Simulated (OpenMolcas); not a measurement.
# CuH⁺: electronic states by CASSCF, CASPT2 and spin–orbit RASSI

Which states of CuH⁺ lie lowest, and how does spin–orbit coupling split them?

Computed with OpenMolcas 26.06. Level: SA-CASSCF(11,7), XMS-CASPT2, RASSI; ANO-RCC-VTZP.

All values are calculated.

## (1) Set-up

C2 symmetry about the axis (a holds Σ, Δ, Γ; b holds Π, Φ, H; Σ⁺ and Σ⁻ are not told apart); roots by multiplicity and irrep: 2a 3, 2b 2.

Active shells: Cu 4s 3d, H 1s.

m.inp reads:

```
&GATEWAY
Coord
2
angstrom
Cu 0.0 0.0 0.0
H 0.0 0.0 1.4710
Basis=ANO-RCC-VTZP
Group=XY
RX2C
AMFI
ANGMom
0.0 0.0 0.0
RICD
&SEWARD
&GUESSORB
&RASSCF
FileOrb=$CurrDir/o21.orb
Symmetry=1
Spin=2
nActEl=11 0 0
Inactive=5 4
RAS2=5 2
CIRoot=3 3 1
Linear
Iterations=120 100
OrbListing=Nothing
PRWF=0.15
>>COPY $Project.RasOrb $CurrDir/o21.orb
>>COPY $Project.rasscf.h5 $CurrDir/r21.h5
&CASPT2
XMultistate=all
Imaginary=0.2
IPEA=0.25
MaxIter=40
>>COPY $Project.JobMix JOB001
&RASSCF
FileOrb=$CurrDir/o22.orb
Symmetry=2
Spin=2
nActEl=11 0 0
Inactive=5 4
RAS2=5 2
CIRoot=2 2 1
Linear
Iterations=120 100
OrbListing=Nothing
PRWF=0.15
>>COPY $Project.RasOrb $CurrDir/o22.orb
>>COPY $Project.rasscf.h5 $CurrDir/r22.h5
&CASPT2
XMultistate=all
Imaginary=0.2
IPEA=0.25
MaxIter=40
>>COPY $Project.JobMix JOB002
&RASSI
Nr of JobIphs=2 3 2
1 2 3
1 2
SpinOrbit
EJob
Omega
MEES
MESO
Properties=4
'AngMom' 3 'Mltpl  1' 1 'Mltpl  1' 2 'Mltpl  1' 3
Thrs=1.0d-4
>>COPY $Project.rassi.h5 $CurrDir/so.h5
```

Each module block was a call of its own in one work directory; start orbitals came from a preliminary run.

Launch:

```console
$ pymolcas m.inp
```

## (2) CASSCF and CASPT2, block by block

Further steps of the session: Spin–orbit coupling by RASSI.

**Question.** What will these runs give? Wanted: lowest spin-free state; next spin-free state; lowest level; next level; lowering by spin–orbit coupling; lowest curve, Re and ωe.

**Answer**, as computed:

```
                       quantity                value
         lowest spin-free state                (1)2Σ
           next spin-free state      (1)2Δ, 0.761 eV
                   lowest level  Ω = 1/2, 99 % (1)2Σ
                     next level   Ω = 5/2, 5423 cm⁻¹
lowering by spin–orbit coupling             101 cm⁻¹
        lowest curve, Re and ωe   1.375 Å, 2221 cm⁻¹
```

**Reading.** At 1.471 Å the lowest computed level has Ω = 1/2 and is 99 % (1)2Σ. Only the spin multiplicities and numbers of roots in the input were computed, so the list of states is not complete and the lowest one found need not be the ground state; labels number the states computed. For d and f metals this valence active space lacks a second d shell: the order of states is not reliable within half an eV or more, and the lowest computed state need not be the true ground state.
